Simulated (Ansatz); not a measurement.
# B2Te: one candidate of a structure search

Aim: relax a trial structure of B2Te and see where it ends.

Program: Ansatz 0.2.0. Level of theory: DFT PBE, scalar-relativistic, plane waves, PAW. These are calculated values, not measurements.

## Step 1: The system as given

It takes space group P6/mmm (No. 191, hexagonal). The conventional cell has a = 3.873 Å, b = 3.873 Å, c = 9.289 Å, α = 90.00°, β = 90.00°, γ = 120.00°. B (site symmetry mmm) is surrounded by 4 B at 1.94 Å. Around B (site symmetry 6/mmm) lie 2 Te at 3.22 Å. Around Te (site symmetry 6mm) lie 6 B at 2.41 Å.

Coordinates:

```
B Te
1.0
     3.87333    0.00000    0.00000
    -1.93667    3.35441    0.00000
     0.00000    0.00000    9.28879
B Te
4 2
Direct
  0.50000 0.00000 0.50000
  0.00000 0.50000 0.50000
  0.50000 0.50000 0.50000
  0.00000 0.00000 0.00000
  0.00000 0.00000 0.34647
  0.00000 0.00000 0.65353
```

Recipe of the guess: random cell by space group and Wyckoff sites (P6/mmm, No. 191). Lengths come from tabulated atomic sizes and are only a guess.

## Step 2: A first look at the guess

The input, input.yaml:

```yaml
crystal:
  lattice:
    - [3.87333416, 0.0, 0.0]
    - [-1.93666708, 3.35440578, 0.0]
    - [0.0, 0.0, 9.28879173]
  atoms:
    - { symbol: B, position: [0.5, 0.0, 0.5] }
    - { symbol: B, position: [0.0, 0.5, 0.5] }
    - { symbol: B, position: [0.5, 0.5, 0.5] }
    - { symbol: B, position: [0.0, 0.0, 0.0] }
    - { symbol: Te, position: [0.0, 0.0, 0.34647329] }
    - { symbol: Te, position: [0.0, 0.0, 0.65352671] }
basis:
  ecutwfc: 420
kpoints:
  mp_grid: { grid: [6, 6, 2] }
hamiltonian:
  xc: pbe
scf:
  occupations: { method: gaussian, width: 0.1 }
  lower_state_search: "off"
output:
  forces: true
  stress: true
  eigenvalues: true
```

The run is started by

```sh
> ansatz run input.yaml --threads 1 --pin off --max-ram 2560MiB --backend cpu --events-out ev --progress --plain --runs-dir out
```

Log (excerpt; [...] marks lines left out):

```text
[...]
SCF converged after 9 iterations
Free energy (F): -14571.473500 eV
[...]
E sigma→0 (E₀):  -14571.464817 eV
Entropy (-TS):   -0.017367 eV (-2.895 meV/atom)
Fermi energy:    7.260662 eV
[...]
--- Forces (eV/Å), atoms counted from 1 ---
  atom   1  B      0.00000000    -0.00000000     0.00000000
  atom   2  B      0.00000000     0.00000000     0.00000000
  atom   3  B      0.00000000     0.00000000     0.00000000
  atom   4  B     -0.00000000     0.00000000     0.00000000
  atom   5  Te     0.00000000     0.00000000    -5.93901754
  atom   6  Te     0.00000000     0.00000000     5.93901754
[...]
--- Stress (GPa, compression-positive) ---
        3.848273       0.000000       0.000000
        0.000000       3.848273       0.000000
        0.000000       0.000000      18.066809
  P = ⅓ Tr σ = 8.5878 GPa (85.878 kbar)
--- Band table (eV; the first three rows and the last of 14) ---
  k-point 0: bands = ["-31.2038", "-31.1683", "-31.1683", "-31.1595", "-31.1595", "-31.1553", "-31.1553", "-31.1272", "-31.1272", "-31.0884", "-10.4278", "-6.2199", "-1.2381", "0.0033", "0.0033", "0.0229", "1.6209", "3.1754", "4.1038", "4.9520", "4.9520", "6.0826", "6.0826", "7.8832", [...]
[...]
```

Wall time 5.3 s (1 thread of Arm Neoverse N1, shared host); peak memory 0.35 GiB.

The probe gives pressure 8.6 GPa, largest force 5.94 eV/Å, gap on this mesh none (metal). A cheap, loose relaxation comes first.

## Step 3: A loose first relaxation

input.yaml, as its differences from that of step 2:

```diff
@@ -25 +25,6 @@
   eigenvalues: true
+relax:
+  adjacent_minimum: "off"
+  f_tol: 0.04
+  max_steps: 70
+  cell: { stress_tol: 0.4 }
```

The run is started by

```sh
> ansatz run input.yaml --threads 1 --pin off --max-ram 2560MiB --backend cpu --events-out ev --progress --plain --runs-dir out
```

Log:

```text
Warning: RAYON_NUM_THREADS=1 ignored (pool sized by the plan → 1); use --threads N
Engine: ansatz 0.2.0, aarch64-unknown-linux-gnu
Pseudopotentials: kind: paw
Pseudopotential: B, paw, valence charge 3, recommended cutoff 420 eV (normal), B.paw.azcp
Pseudopotential: Te, paw, valence charge 16, recommended cutoff 420 eV (normal), Te.paw.azcp
Functional definition: PBE
  parameter kappa = 0.804
  parameter beta = 0.06672455060314922
  exchange = pbe_x(kappa = kappa, mu = beta*pi^2/3)
  correlation = pbe_c(beta = beta)
Crystal: 6 atoms, lattice volume = 120.687 Å³
Basis set: ecut = 420 eV, 2359 PW (Γ), exchange–correlation on 54×54×128 points (8 copies of the dense FFT grid, shifted against one another)
Bands: 28, of which v1, the nominal top of the filled ones, is band 22 counted from 1 (21 counted from 0)
Symmetry: 24 space group operations
Space group: P6/mmm (ITA 191), of the structure as read, at distance tolerance 4.9e-5 Å
k-points: 14 of 72
Non-local potential: B, projectors of the file, l = 0: 2, l = 1: 2, l = 2: 1
Non-local potential: Te, projectors of the file, l = 0: 2, l = 1: 2, l = 2: 2, l = 3: 2
PAW form: soft (Blöchl's): semilocal exchange-correlation on the pseudo side does not see the compensation charge
PAW one-centre angular grid: B, 110 points (default); XC on 64 Gauss nodes
PAW one-centre angular grid: Te, 590 points (default); XC on 64 Gauss nodes
Initial density: superposition of atomic densities (neutral atoms: chi_scale 0, normalization atom), corrected by the library's trained network
Initial wavefunctions: pseudopotential atomic-orbital guess
Functional: x = pbe(κ = 0.804, μ = 0.2195149727645171), c = pbe(β = 0.06672455060314922)
SCF iter   1: F=—  HF=-14571.729332 eV  |F-HF|=—  |Δ(HF+E_count)|=         —  Δρ=1.58e-2  dr2=3.16e0  ethr=1.77e-3  ⟨swp⟩=6.4  Hψ=1783  notcnv=0
preconditioner: auto → LDOS  [insulator: Δε(μ)=0.196 eV  Ē_g=8.209 eV  σ=0.100 eV  W_gap=0.84  n_scr=24 (ndim 8)  ℏωp=16.6 eV  f_vac=0.089  D(μ)=1.45/eV (n_scr^D=4)  ε∞_Penn≈5.1  β→1.0]
SCF iter   2: F=—  HF=-14571.594577 eV  |F-HF|=—  |Δ(HF+E_count)|=   1.35e-1  Δρ=1.37e-2  dr2=2.67e0  ethr=1.77e-3  ⟨swp⟩=3.0  Hψ=704  notcnv=0  defer=16
SCF iter   3: F=—  HF=-14571.483138 eV  |F-HF|=—  |Δ(HF+E_count)|=   1.11e-1  Δρ=3.51e-3  dr2=1.29e-1  ethr=1.77e-3  ⟨swp⟩=1.9  Hψ=527  notcnv=0  defer=11
SCF iter   4: F=—  HF=-14571.474743 eV  |F-HF|=—  |Δ(HF+E_count)|=   8.40e-3  Δρ=1.43e-3  dr2=4.05e-3  ethr=2.92e-4  ⟨swp⟩=1.4  Hψ=402  notcnv=0  defer=14
SCF iter   5: F=—  HF=-14571.473548 eV  |F-HF|=—  |Δ(HF+E_count)|=   1.20e-3  Δρ=5.25e-4  dr2=1.97e-3  ethr=9.21e-6  ⟨swp⟩=2.0  Hψ=688  notcnv=0  defer=14
SCF iter   6: F=—  HF=-14571.473526 eV  |F-HF|=—  |Δ(HF+E_count)|=   2.17e-5  Δρ=2.28e-4  dr2=4.12e-4  ethr=4.48e-6  ⟨swp⟩=1.0  Hψ=378  notcnv=0  defer=14
SCF iter   7: F=—  HF=-14571.473518 eV  |F-HF|=—  |Δ(HF+E_count)|=   8.09e-6  Δρ=3.76e-5  dr2=1.38e-5  ethr=9.36e-7  ⟨swp⟩=1.1  Hψ=380  notcnv=0  defer=14
SCF iter   8: F=—  HF=-14571.473500 eV  |F-HF|=—  |Δ(HF+E_count)|=   1.78e-5  Δρ=9.03e-6  dr2=2.32e-7  ethr=3.13e-8  ⟨swp⟩=2.1  Hψ=482  notcnv=0  defer=14
SCF iter   9: F=-14571.473500 eV  HF=-14571.473500 eV  |F-HF|=6.30e-9  |Δ(HF+E_count)|=   2.70e-9  Δρ=3.16e-6  dr2=2.16e-8  ethr=2.27e-10  ⟨swp⟩=10.1  Hψ=1730  notcnv=0
SCF 1 converged in 9 iterations: F = -14571.473500 eV  dr2 = 2.16e-8
relax step   1: F+E_penalty+E_count = -14571.47350039 eV  Δ(F+E_penalty+E_count) = +0.000e0 eV  max|allowed force component| = 5.939e0 eV/Å  Δτ_max = 0.0000 Å  P = +8.588 GPa  Ω = 120.687 Å³  (9 SCF iters, dr2 threshold 1.00e-7 eV, accepted)
Crystal: 6 atoms, lattice volume = 122.363 Å³
Basis set: ecut = 420 eV, 2431 PW (Γ), exchange–correlation on 54×54×128 points (8 copies of the dense FFT grid, shifted against one another)
Initial density: handed on by an earlier stage of this run
Initial wavefunctions: those handed on with the density
iter 1 solved again at ethr=1.59e-3 eV; its pass at ethr=3.10e-3 eV (dr2=6.99e-1 eV) is discarded
SCF iter   1: F=—  HF=-14573.266983 eV  |F-HF|=—  |Δ(HF+E_count)|=         —  Δρ=1.21e-2  dr2=6.77e-1  ethr=1.59e-3  ⟨swp⟩=1.0  Hψ=2397  notcnv=0
preconditioner: auto → LDOS  [insulator: Δε(μ)=0.131 eV  Ē_g=7.932 eV  σ=0.100 eV  W_gap=0.65  n_scr=36 (ndim 8)  ℏωp=16.4 eV  f_vac=0.047  D(μ)=1.65/eV (n_scr^D=4)  ε∞_Penn≈5.3  β→1.0]
SCF iter   2: F=—  HF=-14573.223736 eV  |F-HF|=—  |Δ(HF+E_count)|=   4.32e-2  Δρ=6.31e-3  dr2=3.56e-1  ethr=1.54e-3  ⟨swp⟩=2.1  Hψ=564  notcnv=0
SCF iter   3: F=—  HF=-14573.195895 eV  |F-HF|=—  |Δ(HF+E_count)|=   2.78e-2  Δρ=8.95e-4  dr2=1.91e-3  ethr=8.09e-4  ⟨swp⟩=1.9  Hψ=532  notcnv=0  defer=7
SCF iter   4: F=—  HF=-14573.195878 eV  |F-HF|=—  |Δ(HF+E_count)|=   1.65e-5  Δρ=2.98e-4  dr2=2.31e-4  ethr=4.33e-6  ⟨swp⟩=3.0  Hψ=740  notcnv=0  defer=7
SCF iter   5: F=—  HF=-14573.195825 eV  |F-HF|=—  |Δ(HF+E_count)|=   5.36e-5  Δρ=8.43e-5  dr2=1.26e-5  ethr=5.26e-7  ⟨swp⟩=2.1  Hψ=677  notcnv=0  defer=7
SCF iter   6: F=—  HF=-14573.195823 eV  |F-HF|=—  |Δ(HF+E_count)|=   1.53e-6  Δρ=2.28e-5  dr2=1.80e-6  ethr=2.86e-8  ⟨swp⟩=2.0  Hψ=688  notcnv=0  defer=7
SCF iter   7: F=-14573.195824 eV  HF=-14573.195824 eV  |F-HF|=1.78e-9  |Δ(HF+E_count)|=   3.29e-7  Δρ=6.61e-6  dr2=9.49e-8  ethr=1.36e-9  ⟨swp⟩=8.6  Hψ=1637  notcnv=0
SCF 2 converged in 7 iterations: F = -14573.195824 eV  dr2 = 9.49e-8
relax step   2: F+E_penalty+E_count = -14573.19582371 eV  Δ(F+E_penalty+E_count) = -1.722e0 eV  max|allowed force component| = 2.410e0 eV/Å  Δτ_max = 0.1949 Å  P = -0.629 GPa  Ω = 122.363 Å³  energy of the carried Pulay correction = -8.355e-4 eV  (7 SCF iters, dr2 threshold 6.00e-7 eV, accepted)
Crystal: 6 atoms, lattice volume = 114.243 Å³
Basis set: ecut = 420 eV, 2227 PW (Γ), exchange–correlation on 54×54×128 points (8 copies of the dense FFT grid, shifted against one another)
iter 1 solved again at ethr=2.28e-4 eV; its pass at ethr=3.10e-3 eV (dr2=1.00e-1 eV) is discarded
SCF iter   1: F=—  HF=-14574.328189 eV  |F-HF|=—  |Δ(HF+E_count)|=         —  Δρ=1.10e-2  dr2=9.82e-2  ethr=2.28e-4  ⟨swp⟩=1.5  Hψ=2334  notcnv=0
preconditioner: auto → Resta (q_TF=auto, 2.327 Å⁻¹)  ε∞=5.6  [insulator: Δε(μ)=0.101 eV  Ē_g=7.897 eV  σ=0.100 eV  W_gap=0.50  n_scr=24 (ndim 8)  ℏωp=17.0 eV  f_vac=0.006  D(μ)=5.66/eV (n_scr^D=50)  ε∞_Penn≈5.6]
SCF iter   2: F=—  HF=-14574.318329 eV  |F-HF|=—  |Δ(HF+E_count)|=   9.86e-3  Δρ=6.17e-3  dr2=3.35e-2  ethr=2.23e-4  ⟨swp⟩=1.0  Hψ=392  notcnv=0
preconditioner: auto → Kerker (q_TF=auto, 2.327 Å⁻¹)  [metal: Δε(μ)=0.090 eV  Ē_g=7.899 eV  σ=0.100 eV  W_gap=0.45  n_scr=24 (ndim 8)  ℏωp=17.0 eV  f_vac=0.006  D(μ)=5.64/eV (n_scr^D=50)]
SCF iter   3: F=—  HF=-14574.313606 eV  |F-HF|=—  |Δ(HF+E_count)|=   4.72e-3  Δρ=4.49e-4  dr2=3.24e-4  ethr=7.61e-5  ⟨swp⟩=1.3  Hψ=396  notcnv=0
SCF iter   4: F=—  HF=-14574.313710 eV  |F-HF|=—  |Δ(HF+E_count)|=   1.04e-4  Δρ=2.14e-4  dr2=9.81e-5  ethr=7.37e-7  ⟨swp⟩=2.0  Hψ=550  notcnv=0
SCF iter   5: F=—  HF=-14574.313736 eV  |F-HF|=—  |Δ(HF+E_count)|=   2.60e-5  Δρ=6.06e-5  dr2=2.03e-5  ethr=2.23e-7  ⟨swp⟩=2.0  Hψ=465  notcnv=0
SCF iter   6: F=—  HF=-14574.313739 eV  |F-HF|=—  |Δ(HF+E_count)|=   3.05e-6  Δρ=2.02e-5  dr2=8.65e-7  ethr=4.61e-8  ⟨swp⟩=2.0  Hψ=457  notcnv=0
SCF iter   7: F=-14574.313739 eV  HF=-14574.313739 eV  |F-HF|=3.72e-8  |Δ(HF+E_count)|=   3.10e-7  Δρ=5.60e-6  dr2=1.21e-7  ethr=1.36e-9  ⟨swp⟩=5.6  Hψ=1592  notcnv=0
SCF 3 converged in 7 iterations: F = -14574.313739 eV  dr2 = 1.21e-7
relax step   3: F+E_penalty+E_count = -14574.31373914 eV  Δ(F+E_penalty+E_count) = -1.118e0 eV  max|allowed force component| = 2.268e0 eV/Å  Δτ_max = 0.1956 Å  P = -3.087 GPa  Ω = 114.243 Å³  energy of the carried Pulay correction = +3.323e-3 eV  (7 SCF iters, dr2 threshold 6.00e-7 eV, accepted)
[... from here on, the SCF cycles and remarks between the steps are left out ...]
relax step   4: F+E_penalty+E_count = -14575.69984201 eV  Δ(F+E_penalty+E_count) = -1.386e0 eV  max|allowed force component| = 2.181e0 eV/Å  Δτ_max = 0.1996 Å  P = -3.413 GPa  Ω = 104.836 Å³  energy of the carried Pulay correction = +8.515e-3 eV  (8 SCF iters, dr2 threshold 6.00e-7 eV, accepted)
relax step   5: F+E_penalty+E_count = -14576.54410466 eV  Δ(F+E_penalty+E_count) = -8.443e-1 eV  max|allowed force component| = 1.658e0 eV/Å  Δτ_max = 0.1949 Å  P = -3.094 GPa  Ω = 98.818 Å³  energy of the carried Pulay correction = +1.207e-2 eV  (9 SCF iters, dr2 threshold 6.00e-7 eV, accepted)
relax step   6: F+E_penalty+E_count = -14577.34482225 eV  Δ(F+E_penalty+E_count) = -8.007e-1 eV  max|allowed force component| = 1.962e0 eV/Å  Δτ_max = 0.1915 Å  P = -0.295 GPa  Ω = 94.339 Å³  energy of the carried Pulay correction = +1.485e-2 eV  (7 SCF iters, dr2 threshold 6.00e-7 eV, accepted)
relax step   7: F+E_penalty+E_count = -14577.79066604 eV  Δ(F+E_penalty+E_count) = -4.458e-1 eV  max|allowed force component| = 8.922e-3 eV/Å  Δτ_max = 0.1971 Å  P = +7.880 GPa  Ω = 91.068 Å³  energy of the carried Pulay correction = +1.695e-2 eV  (7 SCF iters, dr2 threshold 6.00e-7 eV, accepted)
relax step   8: F+E_penalty+E_count = -14577.96726104 eV  Δ(F+E_penalty+E_count) = -1.766e-1 eV  max|allowed force component| = 1.721e-1 eV/Å  Δτ_max = 0.0296 Å  P = +2.219 GPa  Ω = 96.957 Å³  energy of the carried Pulay correction = +1.321e-2 eV  (8 SCF iters, dr2 threshold 6.00e-7 eV, accepted)
relax step   9: F+E_penalty+E_count = -14578.08381455 eV  Δ(F+E_penalty+E_count) = -1.166e-1 eV  max|allowed force component| = 1.984e-1 eV/Å  Δτ_max = 0.0807 Å  P = +0.371 GPa  Ω = 101.429 Å³  energy of the carried Pulay correction = +1.051e-2 eV  (10 SCF iters, dr2 threshold 6.00e-7 eV, accepted)
relax step  10: F+E_penalty+E_count = -14578.11222121 eV  Δ(F+E_penalty+E_count) = -2.841e-2 eV  max|allowed force component| = 3.309e-1 eV/Å  Δτ_max = 0.0904 Å  P = +1.068 GPa  Ω = 104.457 Å³  energy of the carried Pulay correction = +8.734e-3 eV  (9 SCF iters, dr2 threshold 6.00e-7 eV, accepted)
relax step  11: F+E_penalty+E_count = -14578.12438104 eV  Δ(F+E_penalty+E_count) = -1.216e-2 eV  max|allowed force component| = 5.751e-2 eV/Å  Δτ_max = 0.0155 Å  P = -0.136 GPa  Ω = 106.410 Å³  energy of the carried Pulay correction = +7.616e-3 eV  (7 SCF iters, dr2 threshold 6.00e-7 eV, accepted)
relax step  12: F+E_penalty+E_count = -14578.12465740 eV  Δ(F+E_penalty+E_count) = -2.764e-4 eV  max|allowed force component| = 7.643e-3 eV/Å  Δτ_max = 0.0035 Å  P = +0.031 GPa  Ω = 106.412 Å³  energy of the carried Pulay correction = +7.616e-3 eV  (6 SCF iters, dr2 threshold 2.07e-7 eV, accepted)
relax step  13: F+E_penalty+E_count = -14578.12461356 eV  Δ(F+E_penalty+E_count) = +4.384e-5 eV  max|allowed force component| = 2.473e-3 eV/Å  Δτ_max = 0.0014 Å  P = +0.004 GPa  Ω = 106.545 Å³  energy of the carried Pulay correction = +7.540e-3 eV  (7 SCF iters, accepted)
Basis set: ecut = 420 eV, 2039 PW (Γ), exchange–correlation on 48×48×144 points (8 copies of the dense FFT grid, shifted against one another)
Initial wavefunctions: pseudopotential atomic-orbital guess (no wavefunctions were taken with the density)
iter 1 solved again at ethr=9.22e-7 eV; its pass at ethr=3.10e-3 eV (dr2=4.06e-4 eV) is discarded
SCF iter   1: F=—  HF=-14578.128809 eV  |F-HF|=—  |Δ(HF+E_count)|=         —  Δρ=3.64e-4  dr2=1.70e-5  ethr=9.22e-7  ⟨swp⟩=2.8  Hψ=2765  notcnv=0
preconditioner: auto → Kerker (q_TF=auto, 2.354 Å⁻¹)  [metal: Δε(μ)=0.021 eV  Ē_g=8.413 eV  σ=0.100 eV  W_gap=0.12  n_scr=24 (ndim 8)  ℏωp=17.6 eV  f_vac=0.000  D(μ)=5.29/eV (n_scr^D=50)]
SCF iter   2: F=—  HF=-14578.129161 eV  |F-HF|=—  |Δ(HF+E_count)|=   3.52e-4  Δρ=1.94e-4  dr2=4.67e-6  ethr=3.87e-8  ⟨swp⟩=2.0  Hψ=504  notcnv=0
SCF iter   3: F=—  HF=-14578.129291 eV  |F-HF|=—  |Δ(HF+E_count)|=   1.30e-4  Δρ=9.93e-6  dr2=3.27e-8  ethr=1.06e-8  ⟨swp⟩=2.0  Hψ=559  notcnv=0
SCF iter   4: F=—  HF=-14578.129290 eV  |F-HF|=—  |Δ(HF+E_count)|=   1.01e-6  Δρ=1.87e-6  dr2=3.29e-9  ethr=7.43e-11  ⟨swp⟩=2.1  Hψ=560  notcnv=0
iter 5 did not close the SCF: its close was put off for the readings that it lacked (scf_convergence_deferred on its scf_iter line)
SCF iter   5: F=-14578.129290 eV  HF=-14578.129290 eV  |F-HF|=4.91e-11  |Δ(HF+E_count)|=   3.44e-9  Δρ=3.86e-7  dr2=3.93e-10  ethr=7.47e-12  ⟨swp⟩=2.6  Hψ=641  notcnv=0
SCF iter   6: F=-14578.129290 eV  HF=-14578.129290 eV  |F-HF|=5.46e-11  |Δ(HF+E_count)|=  7.09e-11  Δρ=1.22e-7  dr2=8.74e-11  ethr=1.00e-12  ⟨swp⟩=3.4  Hψ=1559  notcnv=0
SCF 14 converged in 6 iterations: F = -14578.129290 eV  dr2 = 8.74e-11
relax step  14: F+E_penalty+E_count = -14578.12928977 eV  Δ(F+E_penalty+E_count) = -4.676e-3 eV  max|allowed force component| = 1.120e-3 eV/Å  Δτ_max = 0.0000 Å  P = +0.046 GPa  Ω = 106.545 Å³  stress off target by 2.65e-1 GPa  SCF on the basis re-selected at this cell (its energy is not comparable with the rows above)  (6 SCF iters)
basis re-selected at this cell: Δ(F+E_penalty+E_count) = -4.676e-3 eV, ΔP = +0.041 GPa vs the last step (what re-selecting the basis moved, of the pressure what is left beyond the Pulay correction that the steps carried, after the strain that the cell walked since its last selection, with what the two solves' SCF thresholds leave and, on support functions, any second-order correction that the steps lacked; it is no measure of the basis error at this ecutwfc). The dense FFT grid was sized anew with the basis: this SCF ran on 24×24×72 points, the steps before it on 27×27×64, so part of this shift can come from that change (see relax.cell in the input reference). This SCF's stress stands 2.65e-1 GPa from its target on what of the cell is left free (relax.cell.stress_tol is 4.00e-1 GPa) and its largest allowed force component is 1.12e-3 eV/Å (relax.f_tol is 4.00e-2 eV/Å): within both
SCF converged after 6 iterations
Free energy (F): -14578.129290 eV
Harris-Foulkes:  -14578.129290 eV  (|F-HF|=5.46e-11)
Internal energy: -14578.102835 eV  (E = F + TS)
E sigma→0 (E₀):  -14578.116063 eV
Entropy (-TS):   -0.026454 eV (-4.409 meV/atom)
Fermi energy:    7.766860 eV
--- Per-component energies (eV) ---
  E_band       = -538.597497
  E_kinetic    = 543.175330
  E_local      = -2979.359582  (includes V_loc(G=0)·N_el)
  E_nonlocal   = -571.936075
  E_hartree    = 1796.171318
  E_xc         = -370.925481
  E_vxc        = -352.537070  (∫ρ·V_xc dr)
  E_paw        = -9638.883396  (= ΣΔE_a)
  E_vpaw       = -770.282457  (= ΣTr[D̂ρ^β])
  E_aug_tail   = -0.000364  (compensation charges beyond the density's cutoff)
  E_ewald      = -3356.344587
  E_smearing   = -0.026454  (= −TS)
  E_closure    = -0.000000  (closes the sum)
  Σ components = -14578.129290   (vs F -14578.129290, Δ=0.00e0)
--- Forces (eV/Å), atoms counted from 1 ---
  atom   1  B      0.00000000    -0.00000000     0.00000000
  atom   2  B     -0.00000000     0.00000000     0.00000000
  atom   3  B      0.00000000     0.00000000     0.00000000
  atom   4  B     -0.00000000     0.00000000     0.00000000
  atom   5  Te    -0.00000000     0.00000000     0.00111956
  atom   6  Te    -0.00000000     0.00000000    -0.00111956
  max |Σ_I F_I| component: 4.31e-27 eV/Å
--- Stress (GPa, compression-positive) ---
       -0.063947       0.000000       0.000000
       -0.000000      -0.063947       0.000000
        0.000000       0.000000       0.265040
  P = ⅓ Tr σ = 0.0457 GPa (0.457 kbar)
--- Band table (eV; the first three rows and the last of 14) ---
  k-point 0: bands = ["-29.4600", "-29.4585", "-29.4221", "-29.4221", "-29.4221", "-29.4221", "-29.4016", "-29.4016", "-29.4008", "-29.4008", "-5.8321", "-5.2177", "-4.5342", "0.6782", "1.4143", "1.9851", "5.0695", "6.8206", "6.8206", "8.2013", "8.2013", "9.8373", "9.9156", "9.9156", "12.1942", "12.1942", "12.5546", "12.5546"]
  k-point 1: bands = ["-29.4600", "-29.4585", "-29.4221", "-29.4221", "-29.4221", "-29.4221", "-29.4016", "-29.4016", "-29.4008", "-29.4008", "-5.7651", "-5.3828", "-4.4017", "0.2602", "1.4142", "3.1485", "3.9644", "6.8253", "6.8253", "8.1803", "8.1803", "9.9536", "9.9536", "10.9720", "12.1944", "12.1944", "12.4486", "12.5174"]
  k-point 2: bands = ["-29.4570", "-29.4554", "-29.4220", "-29.4219", "-29.4158", "-29.4158", "-29.4040", "-29.4031", "-29.4022", "-29.4014", "-5.4875", "-4.8714", "-4.2253", "0.9728", "1.0289", "2.3243", "5.3231", "5.6448", "6.4149", "6.6296", "7.6101", "7.7852", "9.2978", "10.1532", "10.9869", "12.0763", "12.8580", "13.2262"]
  k-point 13: bands = ["-29.4453", "-29.4437", "-29.4083", "-29.4083", "-29.4080", "-29.4080", "-29.4080", "-29.4080", "-29.4073", "-29.4073", "-3.6682", "-3.0960", "-1.6017", "-1.6017", "1.6371", "2.5187", "3.4002", "3.4002", "4.3538", "4.3538", "4.8127", "7.1909", "7.1909", "9.1081", "9.1081", "10.3896", "10.3896", "10.8836"]
--- Relaxed structure (13 steps of the walk, 13 accepted, 1 SCFs on fresh bases) ---
  F+E_penalty+E_count = -14578.12928977 eV   max|allowed force component| = 1.120e-3 eV/Å   (the final SCF, on the basis selected at the relaxed cell)
  cell:  # Å, volume = 106.5450 Å³
    - [3.4460694051362633, -7.65350430517501e-35, 0.0]
    - [-1.7230347025681316, 2.9843836480523325, 0.0]
    - [0.0, 0.0, 10.35987142216004]
  atoms:
    - { symbol: B, position: [0.5, 2.109076883797481e-34, 0.5] }
    - { symbol: B, position: [0.0, 0.5, 0.5] }
    - { symbol: B, position: [0.5, 0.5, 0.5] }
    - { symbol: B, position: [5.57292696760605e-33, 2.767330158276248e-35, 4.980119485649707e-19] }
    - { symbol: Te, position: [-2.286780675888713e-33, 1.4833437881260119e-34, 0.19631491999801653] }
    - { symbol: Te, position: [-2.1907433411528284e-33, 8.972329792772292e-35, 0.8036850800019834] }
```

Wall time 78 s (1 thread of Arm Neoverse N1, shared host); peak memory 0.38 GiB.

The steps of the relaxation:

| step | E - E(step 1) (eV/cell) | largest force component (eV/Å) | pressure (GPa) | volume (Å³) |
| --- | --- | --- | --- | --- |
| 1 | 0.0000 | 5.9390 | 8.59 | 120.69 |
| 2 | -1.7223 | 2.4104 | -0.63 | 122.36 |
| 3 | -2.8402 | 2.2679 | -3.09 | 114.24 |
| 4 | -4.2263 | 2.1811 | -3.41 | 104.84 |
| 5 | -5.0706 | 1.6584 | -3.09 | 98.82 |
| 6 | -5.8713 | 1.9624 | -0.29 | 94.34 |
| 7 | -6.3172 | 0.0089 | 7.88 | 91.07 |
| 8 | -6.4938 | 0.1721 | 2.22 | 96.96 |
| 9 | -6.6103 | 0.1984 | 0.37 | 101.43 |
| 10 | -6.6387 | 0.3309 | 1.07 | 104.46 |
| 11 | -6.6509 | 0.0575 | -0.14 | 106.41 |
| 12 | -6.6512 | 0.0076 | 0.03 | 106.41 |
| 13 | -6.6511 | 0.0025 | 0.00 | 106.54 |
| 14 | -6.6558 | 0.0011 | 0.05 | 106.54 |

Step 1 is the start. Step 14 repeats the geometry before it on a plane-wave basis chosen anew for that cell, so its energy need not be comparable with the rows above.

|  | before | after | change |
| --- | --- | --- | --- |
| a (Å) | 3.873 | 3.446 | -11.0 % |
| b (Å) | 3.873 | 3.446 | -11.0 % |
| c (Å) | 9.289 | 10.360 | +11.5 % |
| volume (Å³/atom) | 20.11 | 17.76 | -11.7 % |
| shortest distance (Å) | 1.937 | 1.723 | -11.0 % |
| space group (0.01 Å) | P6/mmm | P6/mmm | same |

Forces and stress were held to the start's 24 operations: a distortion of lower symmetry was not tested.

[end of part 1 of 2]
